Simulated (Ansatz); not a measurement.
# CH4LiNO: functionals against CCSD(T) at one geometry

How do the functionals fare away from a minimum? The structure is a structure displaced at random from a GFN2-xTB minimum.

The runs use Ansatz 0.2.0, Gaussian basis; single points in def2-TZVPP.

Correlated methods freeze the cores. The outer core shell of Li, Na, Mg and K is correlated.

## (1) Where the work starts

8 atoms, charge 0, spin multiplicity 1.

Atoms are counted from 1 here; the program's logs count them from 0.

Bond lengths: Li1–O2 1.587 Å, O2–C3 1.122 Å, C3–N4 1.545 Å, C3–H5 1.157 Å, C3–H6 1.283 Å, N4–H7 1.137 Å, N4–H8 0.982 Å. Angles: Li1–O2–C3 173.9°, O2–C3–N4 126.5°, O2–C3–H5 119.2°, O2–C3–H6 108.9°, N4–C3–H5 91.8°, N4–C3–H6 110.1°, H5–C3–H6 95.4°, C3–N4–H7 90.1°, C3–N4–H8 98.8°, H7–N4–H8 103.3°.

Geometry (Å):

| atom | x (Å) | y (Å) | z (Å) |
| --- | --- | --- | --- |
| Li1 | -2.1439 | -1.1847 | 0.8019 |
| O2 | -1.0267 | -0.3539 | 0.0399 |
| C3 | -0.1617 | 0.1985 | -0.4137 |
| N4 | 1.2217 | 0.4318 | 0.2329 |
| H5 | -0.2769 | 1.3233 | -0.6591 |
| H6 | -0.0206 | -0.1777 | -1.6317 |
| H7 | 1.3290 | -0.6861 | 0.4101 |
| H8 | 0.9242 | 0.7717 | 1.1045 |

## (2) CCSD(T)/def2-TZVPP

The input, run/in.yaml:

```yaml
crystal:
  periodic: [false, false, false]
  atoms:
    - {symbol: Li, position_ang: [-2.143900, -1.184700, 0.801900]}
    - {symbol: O, position_ang: [-1.026700, -0.353900, 0.039900]}
    - {symbol: C, position_ang: [-0.161700, 0.198500, -0.413700]}
    - {symbol: N, position_ang: [1.221700, 0.431800, 0.232900]}
    - {symbol: H, position_ang: [-0.276900, 1.323300, -0.659100]}
    - {symbol: H, position_ang: [-0.020600, -0.177700, -1.631700]}
    - {symbol: H, position_ang: [1.329000, -0.686100, 0.410100]}
    - {symbol: H, position_ang: [0.924200, 0.771700, 1.104500]}
basis:
  gaussian: {orbitals: def2-TZVPP}
correlation: {method: ccsd_t}
output: {forces: true}
```

The command line of these runs was not kept.

## (3) PBE0-D4/def2-TZVPP

Edit run/in.yaml of step 2 so:

```diff
@@ -13,3 +13,3 @@
   gaussian: {orbitals: def2-TZVPP}
-correlation: {method: ccsd_t}
-output: {forces: true}
+hamiltonian: {xc: pbe0, dispersion: d4}
+output: {forces: true, orbitals: {seedname: orbitals}}
```

## (4) wB97M-V/def2-TZVPP

Edit run/in.yaml of step 3 so:

```diff
@@ -13,3 +13,3 @@
   gaussian: {orbitals: def2-TZVPP}
-hamiltonian: {xc: pbe0, dispersion: d4}
-output: {forces: true, orbitals: {seedname: orbitals}}
+hamiltonian: {xc: {name: wB97M-V}}
+output: {forces: true}
```

## (5) r2SCAN-D4/def2-TZVPP

Edit run/in.yaml of step 4 so:

```diff
@@ -13,3 +13,3 @@
   gaussian: {orbitals: def2-TZVPP}
-hamiltonian: {xc: {name: wB97M-V}}
+hamiltonian: {xc: r2scan, dispersion: d4}
 output: {forces: true}
```

## (6) PBE-D4/def2-TZVPP

Edit run/in.yaml of step 5 so:

```diff
@@ -13,3 +13,3 @@
   gaussian: {orbitals: def2-TZVPP}
-hamiltonian: {xc: r2scan, dispersion: d4}
+hamiltonian: {xc: pbe, dispersion: d4}
 output: {forces: true}
```

## (7) revPBE-D4/def2-TZVPP

Edit run/in.yaml of step 6 so:

```diff
@@ -13,3 +13,3 @@
   gaussian: {orbitals: def2-TZVPP}
-hamiltonian: {xc: pbe, dispersion: d4}
+hamiltonian: {xc: {name: revPBE}, dispersion: d4}
 output: {forces: true}
```

## (8) r2SCAN0-D4/def2-TZVPP

Edit run/in.yaml of step 7 so:

```diff
@@ -13,3 +13,3 @@
   gaussian: {orbitals: def2-TZVPP}
-hamiltonian: {xc: {name: revPBE}, dispersion: d4}
+hamiltonian: {xc: {name: r2SCAN0}, dispersion: d4}
 output: {forces: true}
```

(Steps that only read results are left out.)

**Question.** What will these runs give? Wanted: energy less free atoms, CCSD(T)/def2-TZVPP; RMS force component; RMS force error; HOMO and LUMO, PBE0-D4; T1 diagnostic.

The runs gave:

```
                                  quantity                                                                                                value
energy less free atoms, CCSD(T)/def2-TZVPP                                                                                      -577.9 kcal/mol
                       RMS force component                                                                 5.638 to 5.927 eV/Å over the methods
                           RMS force error  PBE0-D4 0.244, wB97M-V 0.143, r2SCAN-D4 0.300, PBE-D4 0.295, revPBE-D4 0.282, r2SCAN0-D4 0.331 eV/Å
                    HOMO and LUMO, PBE0-D4                                                                                   -5.09 and -1.46 eV
                             T1 diagnostic                                                                                                0.012
```

Against CCSD(T) the functionals' energies less atoms differ by -43.6 to -6.4 kcal/mol, PBE-D4 by -43.6 kcal/mol. CCSD(T) in triple zeta still lacks some correlation energy of the bonds, so part of these gaps is its own basis error and they don't rank the functionals. On forces the order runs from wB97M-V to r2SCAN0-D4. Frozen-core CCSD(T) forces in triple zeta carry basis errors of their own, and this is one geometry, so small gaps rank nothing.
